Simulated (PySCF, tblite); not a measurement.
# C13H8N2S: excited states

Aim: compute the excited states of C13H8N2S (`N#Cc1cc(-c2cccs2)n2ccccc12`).

Programs: tblite 0.8.0 and PySCF 2.14.0, with routines of our own; each step states its level. All values are computed. Atoms count from 0.

### Step 1. The system as given

24 atoms, charge 0, multiplicity 1; geometry from: force field or distance geometry start.

### Step 2. Relaxing the molecule with GFN2-xTB

What the job is given:

```
{"job": {"kind": "relax", "xc": "GFN2-xTB", "basis": "xTB"}, "charge": 0, "multiplicity": 1}
N     -3.185400    -3.570500     0.797200
C     -2.451200    -2.696800     0.599400
C     -1.493600    -1.649200     0.374300
C     -0.125700    -1.687200     0.317100
C      0.399000    -0.439700     0.073200
C      1.829700    -0.079300    -0.062000
C      2.860000    -0.957400     0.064000
C      4.096100    -0.439100    -0.074900
C      4.146100     0.884300    -0.333200
S      2.390100     1.345000    -0.348000
N     -0.657700     0.388100    -0.051500
C     -0.812000     1.700500    -0.291900
C     -2.031000     2.337100    -0.355500
C     -3.182400     1.623000    -0.186800
C     -3.053900     0.278600     0.070000
C     -1.809000    -0.310400     0.141500
H      0.437900    -2.616400     0.482500
H      2.679000    -2.039900     0.279100
H      5.013200    -1.051100     0.006200
H      5.078800     1.464300    -0.474500
H      0.065800     2.316400    -0.439300
H     -2.082300     3.398100    -0.563500
H     -4.146300     2.114300    -0.225000
H     -3.977000    -0.292900     0.209300
```

Command:

```bash
> OMP_NUM_THREADS=2 python excited_run.py task.json out
```

One launch serves the whole session: the jobs run in the order shown.

What it wrote:

```text
step      E/eV     max force
  0   -1113.44803    8.430
  1   -1114.39350    2.420
  2   -1114.54778    2.615
  3   -1114.56720    4.038
  4   -1114.67444    0.571
  5   -1114.69852    0.470
  6   -1114.72342    0.321
  7   -1114.73276    0.273
  8   -1114.74160    0.186
  9   -1114.74821    0.256
 10   -1114.75403    0.157
 11   -1114.75738    0.110
 12   -1114.75941    0.109
 13   -1114.76103    0.139
 14   -1114.76262    0.105
 15   -1114.76391    0.070
 16   -1114.76492    0.064
 17   -1114.76576    0.064
 18   -1114.76650    0.065
 19   -1114.76715    0.059
 20   -1114.76787    0.059
 21   -1114.76879    0.073
 22   -1114.76984    0.077
 23   -1114.77075    0.086
 24   -1114.77142    0.067
 25   -1114.77201    0.055
 26   -1114.77258    0.060
 27   -1114.77299    0.051
 28   -1114.77318    0.027
 29   -1114.77328    0.026
 30   -1114.77336    0.024
 31   -1114.77346    0.024
 32   -1114.77353    0.018
 33   -1114.77358    0.018
 34   -1114.77363    0.016
 35   -1114.77367    0.015
 36   -1114.77370    0.014
 37   -1114.77372    0.008
```

Run time: 0.41 s. Hardware: 2 threads of Arm Neoverse V2, shared host; peak memory 0.18 GiB.

Along the way: (not every step is listed)

| step | energy from step 0 (eV) | largest force (eV/Å) |
| --- | --- | --- |
| 0 | 0.0000 | 8.4298 |
| 1 | -0.9455 | 2.4197 |
| 2 | -1.0998 | 2.6152 |
| 3 | -1.1192 | 4.0379 |
| 4 | -1.2264 | 0.5714 |
| 5 | -1.2505 | 0.4702 |
| 6 | -1.2754 | 0.3209 |
| 7 | -1.2847 | 0.2727 |
| 8 | -1.2936 | 0.1862 |
| 10 | -1.3060 | 0.1574 |
| 12 | -1.3114 | 0.1088 |
| 14 | -1.3146 | 0.1049 |
| 16 | -1.3169 | 0.0637 |
| 18 | -1.3185 | 0.0649 |
| 20 | -1.3198 | 0.0585 |
| 22 | -1.3218 | 0.0773 |
| 24 | -1.3234 | 0.0674 |
| 26 | -1.3246 | 0.0599 |
| 28 | -1.3251 | 0.0271 |
| 30 | -1.3253 | 0.0238 |
| 32 | -1.3255 | 0.0183 |
| 33 | -1.3256 | 0.0185 |
| 34 | -1.3256 | 0.0156 |
| 35 | -1.3256 | 0.0147 |
| 36 | -1.3257 | 0.0139 |
| 37 | -1.3257 | 0.0085 |

Close pairs (by a distance rule), those that changed most:

| bond | before (Å) | after (Å) | change (Å) |
| --- | --- | --- | --- |
| C5–S9 | 1.557 | 1.745 | +0.188 |
| C8–S9 | 1.815 | 1.717 | -0.098 |
| C6–C7 | 1.348 | 1.407 | +0.059 |
| C4–C5 | 1.482 | 1.435 | -0.046 |
| C12–C13 | 1.365 | 1.411 | +0.045 |
| C6–H17 | 1.118 | 1.074 | -0.045 |
| C1–C2 | 1.437 | 1.397 | -0.040 |
| C8–H19 | 1.107 | 1.071 | -0.036 |

The next job starts from the end point, and lists it.

### Step 3. Infrared spectrum with GFN2-xTB

What the job is given:

```
{"job": {"kind": "ir", "xc": "GFN2-xTB", "basis": "xTB"}, "charge": 0, "multiplicity": 1}
N     -3.121041    -3.596187     0.800893
C     -2.393186    -2.728601     0.608765
C     -1.508135    -1.672901     0.374952
C     -0.110348    -1.735382     0.331563
C      0.387276    -0.462577     0.071952
C      1.779541    -0.133637    -0.044421
C      2.814583    -1.028234     0.083940
C      4.087256    -0.450274    -0.075234
C      4.034828     0.881938    -0.324652
S      2.417526     1.457689    -0.369990
N     -0.688969     0.385305    -0.045136
C     -0.747659     1.719776    -0.295030
C     -1.947267     2.356702    -0.367632
C     -3.152956     1.647200    -0.185120
C     -3.105158     0.304926     0.065903
C     -1.863270    -0.336410     0.137302
H      0.471639    -2.623076     0.475537
H      2.669719    -2.072673     0.287004
H      5.004306    -1.007147    -0.006095
H      4.837117     1.573309    -0.486684
H      0.182759     2.243074    -0.431157
H     -1.970107     3.415615    -0.566626
H     -4.094862     2.167530    -0.245587
H     -3.995328    -0.286200     0.213109
```

What it wrote:

```text
mode    cm-1     km/mol
  1     -26.0      1.50
  2      66.6      0.38
  3      96.6      5.24
  4     103.1      2.47
  5     145.1      0.71
  6     184.5      0.74
  7     198.9      1.60
  8     263.5      1.05
  9     310.0      0.17
 10     312.9      1.92
 11     382.0      1.83
 12     417.9      2.54
 13     446.9      1.23
 14     484.3      6.57
 15     496.7      1.78
 16     531.0      0.37
 17     552.6      0.00
 18     570.8      1.34
 19     594.0      4.56
 20     612.4      0.05
 21     628.5      1.77
 22     682.0      0.95
 23     707.8      0.13
 24     727.2     16.21
 25     734.0      6.02
 26     758.9     24.32
 27     780.0      0.96
 28     794.8      2.07
 29     812.1     16.07
 30     846.3      2.62
 31     846.6     26.67
 32     849.1      0.16
 33     884.4      0.27
 34     893.0      0.02
 35     912.7      0.13
 36    1028.8      0.56
 37    1067.2      0.21
 38    1075.4      1.46
 39    1088.6      9.70
 40    1121.5      7.64
 41    1151.4     22.47
 42    1158.4     12.68
 43    1177.4      2.24
 44    1197.8      6.49
 45    1241.7      6.63
 46    1289.8     11.80
 47    1328.0     18.12
 48    1346.8     38.69
 49    1384.0     37.12
 50    1420.6     22.14
 51    1431.7     17.96
 52    1442.2      2.13
 53    1477.7     43.83
 54    1502.1     68.84
 55    1537.0     16.65
 56    1543.2     30.78
 57    1614.4     13.73
 58    2364.4    507.06
 59    3103.9      2.27
 60    3111.5     13.14
 61    3118.6     22.32
 62    3131.3     21.84
 63    3141.7      7.12
 64    3148.7     15.43
 65    3168.9      6.38
 66    3183.8      7.11
```

It took 1.4 s on 2 threads of Arm Neoverse V2, shared host; peak memory 0.18 GiB.

The strongest bands and the atoms that carry them (share of the mass-weighted mode):

| cm⁻¹ | km/mol | atoms |
| --- | --- | --- |
| 759 | 24.3 | H20 26 %, H21 19 %, H22 19 %, C11 11 % |
| 847 | 26.7 | C8 53 %, S9 17 %, H19 11 % |
| 1347 | 38.7 | C15 20 %, H20 11 %, N10 11 % |
| 1384 | 37.1 | C4 18 %, C2 17 % |
| 1478 | 43.8 | C4 30 %, C7 15 %, C5 12 %, C8 11 % |
| 1502 | 68.8 | C12 20 %, C13 16 %, C3 13 %, C2 13 % |
| 1543 | 30.8 | C5 23 %, C7 19 %, C6 16 %, C8 14 % |
| 2364 | 507.1 | C1 61 %, N0 38 % |

### Step 4. Excited states: TDA wB97X-D/def2-SVPD

Settings changed since step 3:

```diff
@@ -1,2 +1,2 @@
-{"job": {"kind": "ir", "xc": "GFN2-xTB", "basis": "xTB"}, "charge": 0, "multiplicity": 1}
+{"job": {"kind": "states", "xc": "wB97X-D", "basis": "def2-SVPD", "tda": true, "soc": true, "nstates": 6, "ntriplets": 4, "nquad": 4}, "charge": 0, "multiplicity": 1}
 N     -3.121041    -3.596187     0.800893
```

With the program's defaults for keys left out, this is: TDA wB97X-D/def2-SVPD excited states, vertical, gas phase, spin-orbit mean-field couplings.

What it wrote:

```text
coarse grid: 22832 points
cycle   1  E = -1006.8419106102  dE =  4.275e+00  |g| = 6.474e-01  |ddm| = 2.554e+01
cycle   2  E = -1006.7674811270  dE =  7.443e-02  |g| = 9.324e-01  |ddm| = 4.676e+00
cycle   3  E = -1006.9646854563  dE = -1.972e-01  |g| = 8.013e-02  |ddm| = 2.414e+00
cycle   4  E = -1006.9655954375  dE = -9.100e-04  |g| = 7.080e-02  |ddm| = 5.896e-01
cycle   5  E = -1006.9668054480  dE = -1.210e-03  |g| = 1.562e-02  |ddm| = 2.539e-01
cycle   6  E = -1006.9668712066  dE = -6.576e-05  |g| = 5.251e-03  |ddm| = 8.208e-02
cycle   7  E = -1006.9668812148  dE = -1.001e-05  |g| = 2.045e-03  |ddm| = 2.878e-02
cycle   8  E = -1006.9668836367  dE = -2.422e-06  |g| = 8.944e-04  |ddm| = 1.564e-02
final grid: 222416 points
cycle   9  E = -1007.0964709425  dE = -1.506e-04  |g| = 7.591e-03  |ddm| = 8.588e-01
cycle  10  E = -1007.0964683394  dE =  2.603e-06  |g| = 9.005e-03  |ddm| = 8.872e-02
cycle  11  E = -1007.0964847823  dE = -1.644e-05  |g| = 1.520e-03  |ddm| = 2.491e-02
cycle  12  E = -1007.0964852488  dE = -4.665e-07  |g| = 7.597e-04  |ddm| = 7.947e-03
cycle  13  E = -1007.0964854107  dE = -1.618e-07  |g| = 2.167e-04  |ddm| = 4.486e-03
cycle  14  E = -1007.0964854276  dE = -1.696e-08  |g| = 7.332e-05  |ddm| = 1.156e-03
cycle  15  E = -1007.0964854322  dE = -4.600e-09  |g| = 4.060e-05  |ddm| = 6.149e-04
cycle  16  E = -1007.0964854334  dE = -1.132e-09  |g| = 1.724e-05  |ddm| = 3.152e-04
cycle  17  E = -1007.0964854336  dE = -2.401e-10  |g| = 6.413e-06  |ddm| = 1.871e-04
converged SCF energy = -1007.0964854336

Singlet excitations
state   eV       nm        f     d(h-e)  d(exc)  Lambda  PR(NTO)  |dmu|/D   mu/D   main configurations
  1   3.9115   317.0   0.08972   1.492   3.920   0.757   1.144    4.018    6.650   H->L+1 0.67, H->L 0.20
  2   4.1123   301.5   0.52368   0.762   3.867   0.765   1.205    2.568    4.367   H->L 0.69, H->L+1 0.20
  3   5.0269   246.6   0.34845   0.677   3.758   0.718   1.669    2.180    7.731   H->L+2 0.69, H-1->L 0.12
  4   5.4595   227.1   0.21454   0.748   3.949   0.685   1.764    1.626    4.932   H-1->L 0.68, H->L+2 0.15
  5   5.4752   226.4   0.00022   1.996   4.082   0.294   1.018                     H->L+3 0.53, H->L+4 0.15, H->L+7 0.12
  6   5.6316   220.2   0.02402   0.127   3.577   0.521   1.941                     H-2->L 0.29, H-2->L+1 0.28, H->L+5 0.26

Triplet excitations (Tamm-Dancoff)
state   eV     d(h-e)  d(exc)  Lambda  PR(NTO)   main configurations
  1   2.7303   0.507   3.516   0.774   1.330   H->L 0.81, H-1->L+1 0.08
  2   2.8995   0.374   3.479   0.749   1.301   H->L+1 0.81
  3   3.8466   0.639   3.342   0.733   1.559   H->L+2 0.66, H-1->L+1 0.12
  4   4.2873   0.832   3.285   0.719   1.419   H-1->L 0.35, H-1->L+1 0.23, H-3->L+1 0.17
S1 - T1 = 1.1812 eV

Spin-orbit couplings |<S|Hso|T>| (cm-1)
             T1       T2       T3       T4
S0        0.094    0.068    0.195    0.140
S1        0.047    0.007    0.037    0.002
S2        0.009    0.053    0.002    0.014
S3        0.006    0.015    0.021    0.017
S4        0.010    0.016    0.019    0.027
S5       24.965   16.838   12.723    8.753
S6        0.015    0.026    0.012    0.009
T1 sublevels (cm-1): 0.000 0.028 0.028   radiative rates (1/s): 0.0451 1.75e-06 0.00222
```

It took 4.9 min on 2 threads of Arm Neoverse V2, shared host; peak memory 2.3 GiB.

In short:

| quantity | value |
| --- | --- |
| S1 less T1 | 1.18 eV |

The fields below are evaluated on a grid from the run's orbitals.

Frontier orbitals at wB97X-D/def2-SVPD, with the share of their density that lies nearest to each atom:

| orbital | energy (eV) | lies on |
| --- | --- | --- |
| HOMO | -7.34 | C4 16 %; C2 12 %; C6, C8, C13 about 8 % each |
| LUMO | 0.06 | C13 15 %; N10 12 %; C11, C14 about 9 % each |

ELF in a plane through or near 24 of the atoms.

Values, 10 rows by 14 columns:
```
0.00 0.00 0.00 0.00 0.00 0.00 0.00 0.00 0.00 0.00 0.00 0.00 0.00 0.00
0.00 0.00 0.00 0.00 0.00 0.00 0.00 0.00 0.07 0.67 0.73 0.01 0.00 0.00
0.00 0.00 0.00 0.00 0.00 0.00 0.81 0.01 0.63 0.44 0.84 0.12 0.00 0.00
0.00 0.00 0.01 0.02 0.99 0.27 0.99 0.58 0.72 0.60 0.21 0.00 0.00 0.00
0.00 0.13 1.00 0.47 0.23 0.48 0.52 0.58 0.89 0.25 0.96 0.95 0.00 0.00
0.00 0.00 0.13 0.79 0.14 0.42 0.64 0.58 0.71 0.51 0.55 0.05 0.00 0.00
0.00 0.00 0.96 0.81 0.84 0.63 0.07 0.68 0.81 0.91 0.84 0.99 0.01 0.00
0.00 0.00 0.30 0.06 0.12 0.75 0.03 0.56 0.68 0.96 0.04 0.36 0.00 0.00
0.00 0.00 0.00 0.00 0.00 0.00 0.00 0.00 0.38 0.77 0.00 0.00 0.00 0.00
0.00 0.00 0.00 0.00 0.00 0.00 0.00 0.00 0.00 0.00 0.00 0.00 0.00 0.00
```
The map spans 15.3 Å across and 12.9 Å up, centred on the molecule. Atoms in the plane (x, y in Å): N0 (2.9, 3.9), C1 (2.2, 2.9), C2 (1.4, 1.8), C3 (0.0, 1.8), C4 (-0.4, 0.4), C5 (-1.8, 0.0), C6 (-2.9, 0.9), C7 (-4.1, 0.2), C8 (-4.0, -1.2), S9 (-2.3, -1.6), N10 (0.7, -0.3), C11 (0.8, -1.7), C12 (2.1, -2.3), C13 (3.2, -1.5), C14 (3.1, -0.1), C15 (1.8, 0.5), H16 (-0.6, 2.6), H17 (-2.8, 1.9), H18 (-5.1, 0.7), H19 (-4.7, -1.9), H20 (-0.1, -2.3), H21 (2.2, -3.3), H22 (4.2, -1.9), H23 (4.0, 0.6).

log10 of the density (e/Å³) in the same plane.

Ten even steps from '0' (-4.0) to '9' (2.0):
```
0000000000000000000000000000
0000000000000000123321000000
0000000000000001244443100000
0000000000001113456754210000
0000000011123333567764310000
0000001233345544687654200000
0001123455446766676543200000
0013444567546777965443210000
0024566677656766765555420000
0024678777777966787776421000
0013467766766679666865420000
0013468866664567656765431000
0013577669865569767877531000
0013455556655666696666531000
0001233344443444576433320000
0000111123322223565422100000
0000000000000012333210000000
0000000000000000111000000000
0000000000000000000000000000
0000000000000000000000000000
```
The map spans 15.3 Å across and 12.9 Å up, centred on the molecule. Atoms in the plane (x, y in Å): N0 (2.9, 3.9), C1 (2.2, 2.9), C2 (1.4, 1.8), C3 (0.0, 1.8), C4 (-0.4, 0.4), C5 (-1.8, 0.0), C6 (-2.9, 0.9), C7 (-4.1, 0.2), C8 (-4.0, -1.2), S9 (-2.3, -1.6), N10 (0.7, -0.3), C11 (0.8, -1.7), C12 (2.1, -2.3), C13 (3.2, -1.5), C14 (3.1, -0.1), C15 (1.8, 0.5), H16 (-0.6, 2.6), H17 (-2.8, 1.9), H18 (-5.1, 0.7), H19 (-4.7, -1.9), H20 (-0.1, -2.3), H21 (2.2, -3.3), H22 (4.2, -1.9), H23 (4.0, 0.6).

On the surface of density 0.002 e/bohr³ the electrostatic potential runs, from the 1st to the 99th percentile, from -1.96 V near N0 to 1.36 V near H20.

### Step 5. Outcome

```
                                  quantity                  value
 strongest single infrared mode (GFN2-xTB)  2364 cm⁻¹, 507 km/mol
              zero-point energy (GFN2-xTB)         106.8 kcal/mol
S1 less T1 (step 4, TDA wB97X-D/def2-SVPD)                1.18 eV
     surface potential, 1st and 99th percentile     -1.96 V and 1.36 V
```

In words: The lowest mode is imaginary (26i cm⁻¹), so the xTB geometry is not a minimum. The strongest single mode, at 2364 cm⁻¹, moves mainly C1 and N0. Unscaled tight-binding wavenumbers are off by several per cent, some by more. Its intensities can rank the bands wrongly. In step 4, the number of triplets below S1 is 3, and the largest singlet-triplet spin-orbit coupling is S5–T1, 24.96 cm⁻¹.
